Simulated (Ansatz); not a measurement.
Crystal: HPbNO4.

```xyz
14
Lattice="6.4345 0.0000 0.0087 0.0000 4.1109 0.0000 -3.1488 0.0000 7.7203" Properties=species:S:1:pos:R:3 pbc="T T T"
H     0.2769    0.3972    3.9549
H     3.0088    2.4526    3.7740
Pb    5.4168    2.4873    2.2678
Pb   -2.1311    0.4318    5.4611
N     1.3145    1.5041    6.1266
N     1.9712    3.5595    1.6024
O    -0.6130    0.3781    3.5271
O     0.1283    1.8988    6.2234
O     2.2065    1.9134    6.9088
O     1.6376    0.6685    5.2028
O     3.8987    2.4336    4.2019
O     3.1574    3.9543    1.5056
O     1.0791    3.9688    0.8202
O     1.6481    2.7240    2.5262
```

The cell was built by a generator and needn't be a form met in nature.

Base run:

```yaml
Program: Ansatz 0.2.0
Functional: PBE
Potentials_or_basis: Ansatz PAW
Cutoff: 420 eV
Density_cutoff: 1680 eV
k_mesh: 5 × 7 × 4
Occupations: fermi-dirac, width 0.05 eV
Spin: no spin polarisation
```

Its results: band gap on the k mesh 3.30 eV, indirect (least direct gap 3.38 eV); pressure 0.0 GPa; largest force 0.007 eV/Å.

Task: The run is repeated on the same cell with these changes: functional from PBE to RPBE. What comes out?

Result: Band gap on the k mesh 3.36 eV, indirect (least direct gap 3.45 eV); pressure 2.6 GPa; largest force 0.319 eV/Å.

RPBE binds less tightly than PBE, so the same cell stands under more pressure.

Caveats: spin-orbit coupling is left out, which as a rule narrows the gap of such compounds by several tenths of an eV; the potentials were made for another functional, which shifts forces and pressure (some runs); the PAW data sets come from PBE, with cores solved anew for the run's functional, which leaves a small shift of forces and pressure (some runs).

Not every run made on this cell is shown here.
